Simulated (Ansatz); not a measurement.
# GaH4+ (singlet): wave-function methods side by side at distance Ga1–H2 = 1.397 Å, cc-pVDZ

How much of the correlation energy of GaH4+ (singlet) does each wave-function method recover here?

Computed with Ansatz 0.2.0, Gaussian basis. Level: cc-pVDZ, core rule «outside noble gas», up to 14 orbitals frozen.

To be run: UHF; CCSD(T) on RHF; BCCD(T) on RHF; CISD; CCSDT(Q) on RHF; CASSCF and MRCISD+Q, 2 electrons in 2 orbitals; CASSCF and NEVPT2, 2 electrons in 2 orbitals; Full CI.

35 further runs of the same task are left out: 22 for a known fault of the program, 10 that didn't finish, 3 set aside as unsound or not needed.

## (1) The system

The geometry derives from a PBE0/def2-TZVP stationary point (not a proven minimum). One bond is set to the value named and the two fragments are kept rigid. No spin-orbit coupling is included. The filled d shell of Ga may be among the frozen orbitals whatever the setting's name suggests; the logs give the count.

5 atoms, charge 1, spin multiplicity 1.

Atoms are counted from 1 here; the program's logs count them from 0.

Bond lengths: Ga1–H2 1.397 Å, Ga1–H4 1.527 Å, H3–H5 0.765 Å. Angles: H2–Ga1–H4 169.3°.

## (2) UHF

Contents of in.yaml:

```yaml
crystal:
  periodic: [false, false, false]
  atoms:
    - {symbol: Ga, position_ang: [0.000000, 0.001774, -0.055360]}
    - {symbol: H, position_ang: [0.000000, 1.392661, -0.185900]}
    - {symbol: H, position_ang: [0.000000, 0.384296, 2.106724]}
    - {symbol: H, position_ang: [0.000000, -1.518899, -0.198081]}
    - {symbol: H, position_ang: [0.000000, -0.380748, 2.106724]}
basis:
  gaussian: {orbitals: cc-pVDZ}
total_charge: 1
magnetization: {spin_polarized: true, initial_magnetization: 0}
hamiltonian: {xc: hf}
output: {orbitals: {seedname: orbitals}}
```

The run is started by

```bash
ansatz run in.yaml --threads 1 --pin off --events-out ev --progress --plain --max-ram 2393MiB
```

After this run come: CCSD(T) on RHF; BCCD(T) on RHF; CISD; CCSDT(Q) on RHF; CASSCF and MRCISD+Q, 2 electrons in 2 orbitals; CASSCF and NEVPT2, 2 electrons in 2 orbitals; Full CI.

Before running them: what should the planned runs give, taken together? Wanted: FCI below the RHF energy; RMP2 from FCI; RCCSD from FCI; RCCSD(T) from FCI; RCCSDT(Q) from FCI; NEVPT2 pair from FCI; T1 diagnostic; effectively unpaired electrons.

**Answer**, as computed:

| quantity | value |
| --- | --- |
| FCI below the RHF energy | -2.7989 eV |
| RMP2 from FCI | +688.3 meV |
| RCCSD from FCI | +30.5 meV |
| RCCSD(T) from FCI | +8.2 meV |
| RCCSDT(Q) from FCI | +0.2 meV |
| NEVPT2 pair from FCI | +644.9 meV |
| levels within 1 kcal/mol (43 meV) | RCCSD, RCCSD(T), BCCD(T), RCCSDT, RCCSDT(Q) |
| T1 diagnostic | 0.007 |
| effectively unpaired electrons | 0.03 |

RCCSD(T) misses by +8.2 meV, 0.3 % of the correlation energy. One determinant dominates. These misses are within one basis, not against nature.
